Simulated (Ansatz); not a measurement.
# VPt: how the settings move a single-point run

How sensitive is a single-point run of VPt to its settings? A reference run comes first, then one run with altered input.

Method: reference: DFT, LDA, PAW with Ansatz's default frozen-core files, scalar-relativistic, in Ansatz 0.2.0.

1 further run of the same task is left out (for a known fault of the program).

**1. Starting point**

Symmetry: P4/mmm, No. 123, tetragonal system. Conventional cell: a = 2.694 Å, b = 2.694 Å, c = 3.880 Å, α = 90.00°, β = 90.00°, γ = 90.00°. Around V (site symmetry 4/mmm) lie 4 V at 2.69 Å and 8 Pt at 2.72 Å. Around Pt (site symmetry 4/mmm) lie 4 Pt at 2.69 Å and 8 V at 2.72 Å.

Structure file:

```
V Pt
1.0
     2.69408    0.00000    0.00000
     0.00000    2.69408    0.00000
     0.00000    0.00000    3.88000
V Pt
1 1
Direct
  0.50000 0.50000 0.50000
  0.00000 0.00000 0.00000
```

**2. The reference run**

input.yaml

```yaml
crystal:
  lattice:
    - [2.6940768363, 0.0, 0.0]
    - [0.0, 2.6940768363, 0.0]
    - [0.0, 0.0, 3.88]
  atoms:
    - { symbol: V, position: [0.5, 0.5, 0.5], spin: 1.2 }
    - { symbol: Pt, position: [0.0, 0.0, 0.0] }
magnetization:
  spin_polarized: true
  initial_magnetization: 1.2
  spin_locking: { lock_magnetization: hard }
kpoints:
  mp_grid: { grid: [12, 12, 9] }
scf:
  occupations: { method: fermi_dirac, width: 0.1 }
  lower_state_search: "off"
hamiltonian:
  xc: lda
  pseudopotentials: { kind: paw }
output:
  forces: true
  stress: true
  eigenvalues: true
  write_density: true
  write_potential: true
  elf: true
  volumetric_format: npy
```

Launch:

```
$ ansatz run input.yaml --threads 1 --pin off --max-ram 3072MiB --backend cpu --events-out ev --progress --plain --runs-dir out
```

**3. Changing settings: occupations.method tetrahedron, n_extra_bands 8, hubbard.sites [{species: Pt, l: d, u_eff: 5.0}], hubbard.double_counting fll, width left out**

input.yaml: that of step 2 with these lines changed.

```diff
@@ -15,4 +15,5 @@
 scf:
-  occupations: { method: fermi_dirac, width: 0.1 }
+  occupations: { method: tetrahedron }
   lower_state_search: "off"
+  n_extra_bands: 8
 hamiltonian:
@@ -20,2 +21,3 @@
   pseudopotentials: { kind: paw }
+  hubbard: { sites: [{ species: Pt, l: d, u_eff: 5.0 }], double_counting: fll }
 output:
```

**Question.** What will these runs give? Wanted: for each run, ending; energy change; pressure; abs. moment; force.

The runs gave:

| run | ending | energy change | pressure (GPa) | abs. moment (μB) | force (eV/Å) | cycles | time |
| --- | --- | --- | --- | --- | --- | --- | --- |
| reference | converged | 0 | -7.1 | 1.20 | 0.00 | 10 | 14 s |
| 1: occupations.method tetrahedron, n_extra_bands 8, hubbard.sites [{species: Pt, l: d, u_eff: 5.0}], hubbard.double_counting fll, width left out | converged | +1.14 eV/atom (σ→0) (U changed: no physical gain or loss) | -3.3 | 1.20 | 0.00 | 11 | 19 s |

Residual by cycle in the longest SCF loop of each run; runs are numbered as in the table. The quantity is the density residual dr2, in eV.

| cycle | reference | run 1 |
| --- | --- | --- |
| 1 | 20.2 | 3.65 |
| 2 | 1.46 | 1.02 |
| 3 | 0.104 | 1.13 |
| 4 | 0.0272 | 0.047 |
| 5 | 8.7e-4 | 0.00576 |
| 6 | 2.8e-4 | 1.9e-4 |
| 7 | 4.7e-5 | 3.2e-5 |
| 8 | 1.0e-6 | 1.5e-6 |
| 9 | 1.1e-7 | 2.5e-7 |
| 10 | 3.4e-10 | 9.1e-9 |
| 11 | - | 1.8e-10 |

Changing the smearing, band count and Hubbard U moves the energy by +1.14 eV/atom (σ→0 values), and the pressure goes from -7.1 to -3.3 GPa. The U term adds an energy of its own, so the shift says nothing about which run is better. Cost: 11 SCF cycles against 10. A changed U is a change of model: its shifts are not errors of convergence.
